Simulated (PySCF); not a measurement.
# The bond of BeAs, level by level

The task here is to estimate one member of a computed series from the others.

The runs use PySCF 2.14.0; Be aug-cc-pVDZ, As aug-cc-pVDZ-PP with ECP10, scalar-relativistic core potentials.

Set-up of the first run:

Settings of the job:

- atoms: Be, As
- charge: 0
- basis: Be aug-cc-pVDZ, As aug-cc-pVDZ-PP with ECP10
- Hamiltonian: scalar-relativistic core potentials
- basis functions: 55
- electrons treated: 27
- masses in u: 9.0122, 74.9216
- levels: PBE0, PBE, r²SCAN, PBEsol, B2PLYP, BP86, HF, MP2, SCS-MP2, CCSD, CCSD(T)
- grid: 80 radial by 434 angular points
- occupations: held fixed by the projection of orbital angular momentum
- dissociation limit: Be + As, each in its ground configuration
- starting distance in angstrom: 2.135
- values of 2S to try: 1, 3

On the command line:

```console
$ OMP_NUM_THREADS=1 python dia.py task.json out
```

Among the steps run: The job; PBE0 along the bond; Excited determinants; PBE (GGA); r²SCAN (meta-GGA); PBEsol (GGA); B2PLYP (double hybrid); BP86 (GGA); UHF (mean field); Adding correlation.

One table of the session follows, with a row left open; its other results are not shown here.

Energy (eV) from each level's lowest point:

```
R (Å)    UHF  UHF-MP2  UHF-SCS-MP2  UHF-CCSD  UHF-CCSD(T)
1.879  0.632    0.617        0.648       n/a          n/a
1.966  0.286    0.277        0.300     0.304        0.310
2.054      ?        ?            ?         ?            ?
2.119  0.022    0.020        0.027     0.030        0.031
2.185  0.000    0.000        0.000     0.000        0.000
2.251  0.014    0.016        0.009     0.005        0.004
2.338  0.074    0.079        0.063     0.050        0.047
2.447  0.189    0.202        0.174     0.143        0.139
2.578  0.347    0.382        0.343     0.273        0.272
2.753  0.528    0.622        0.570       n/a          n/a
```

Q: Estimate the row for R (Å) = 2.054 from the others.

Worked estimate for «UHF». A straight line through the neighbours (1.966, 0.286) and (2.119, 0.022) gives 0.286 + (0.022 − 0.286) × (2.054 − 1.966) / (2.119 − 1.966) = 0.134; a parabola fitted to 4 rows on both sides gives 0.085.

**Answer.** UHF: 0.093; UHF-MP2: 0.088; UHF-SCS-MP2: 0.102; UHF-CCSD: 0.106; UHF-CCSD(T): 0.109. In «UHF» the line misses by +0.041 and the parabola by -0.008.
